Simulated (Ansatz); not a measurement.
This script for the Ansatz DFT code, driven from Python starts 5 runs on Cl2HOSi, SMILES [O][SiH](Cl)Cl. What input does the engine get in each?

`methods_cl2hosi.py`
```python
from pathlib import Path

import ansatz as az
import numpy as np


def main() -> None:
    cl2hosi = (
        az.Crystal.molecule()
        .atom("O", [0.0377, -0.7639, 1.6108])
        .atom("Si", [0.1014, -0.0465, 0.0251])
        .atom("Cl", [-0.5161, 1.9666, 0.0698])
        .atom("Cl", [-1.0704, -1.0889, -1.2844])
        .atom("H", [1.4973, -0.1409, -0.4627])
    )

    calculation = (
        cl2hosi.calculation()
        .basis(gaussian="cc-pVDZ")
        .spin("collinear", total=1)
    )

    print("functional    E (Ha)        dipole (D)   HOMO (eV)  LUMO (eV)")
    for name in ["pbe", "lda", "b3lyp", "revpbe", "r2scan0"]:
        r = calculation.functional(name).forces().orbitals().run(threads=1, runs_dir="runs").report
        lines = Path(r["orbitals_path"]).read_text().splitlines()
        field_of = lambda key: [line.split("=")[1].strip() for line in lines if line.startswith(key)]
        orbitals = [(27.211386 * float(e), s, float(n)) for e, s, n in zip(field_of("Ene="), field_of("Spin="), field_of("Occup="))]
        homo = max(e for e, _, n in orbitals if n > 0.5)
        lumo = min(e for e, _, n in orbitals if n < 0.5)
        dipole = 4.803205 * np.linalg.norm(r["charge_distribution"]["dipole_moment_e_ang"])
        print(f"{name:10s} {r['free_energy_ev'] / 27.211386246:14.6f} {dipole:9.3f} {homo:11.3f} {lumo:10.3f}")


if __name__ == "__main__":
    main()
```

Run 1:
```yaml
crystal:
  periodic: [false, false, false]
  atoms:
    - { symbol: O, position_ang: [0.0377, -0.7639, 1.6108] }
    - { symbol: Si, position_ang: [0.1014, -0.0465, 0.0251] }
    - { symbol: Cl, position_ang: [-0.5161, 1.9666, 0.0698] }
    - { symbol: Cl, position_ang: [-1.0704, -1.0889, -1.2844] }
    - { symbol: H, position_ang: [1.4973, -0.1409, -0.4627] }
basis:
  gaussian:
    orbitals: cc-pVDZ
hamiltonian:
  xc: pbe
magnetization:
  spin_polarized: true
  initial_magnetization: 1.0
output:
  orbitals: {}
  forces: true
```

Run 2, against run 1:
```diff
-  xc: pbe
+  xc: lda
```

Run 3, against run 1:
```diff
-  xc: pbe
+  xc: b3lyp
```

Run 4, against run 1:
```diff
-  xc: pbe
+  xc: revpbe
```

Run 5, against run 1:
```diff
-  xc: pbe
+  xc: r2scan0
```

```console
$ python methods_cl2hosi.py
functional    E (Ha)        dipole (D)   HOMO (eV)  LUMO (eV)
pbe          -1285.165280     1.265      -7.459     -6.895
lda          -1281.078913     1.449      -7.435     -7.426
b3lyp        -1285.816746     1.238      -8.866     -5.626
revpbe       -1285.516172     1.231      -7.433     -6.761
r2scan0      -1285.635930     1.266      -9.539     -4.691
```

Caveats:
- Total energies depend on the basis set; only differences at equal settings carry meaning.
- The geometry is a force-field or estimated start, not a minimum of this method, and the basis set is short of its limit. A lower total doesn't mark the better method: functionals have no common bound, and MP2 and coupled cluster aren't variational.
- The species is open-shell (spin multiplicity 2).
- b3lyp holds the VWN-RPA fit, as in Gaussian; the form of ORCA and Turbomole is b3lyp5.
- Levels such as HOMO and LUMO are orbital energies: with these approximate functionals they aren't the ionisation energy and electron affinity, and their gap isn't the fundamental gap.
- For Al to Cl the sets with a tight d function, cc-pV(X+d)Z, are usual.
- Wall time of the script: 66 s on 1 thread of Intel(R) Xeon(R) Processor @ 2.30GHz, with other jobs on the host, peak memory 0.39 GiB.
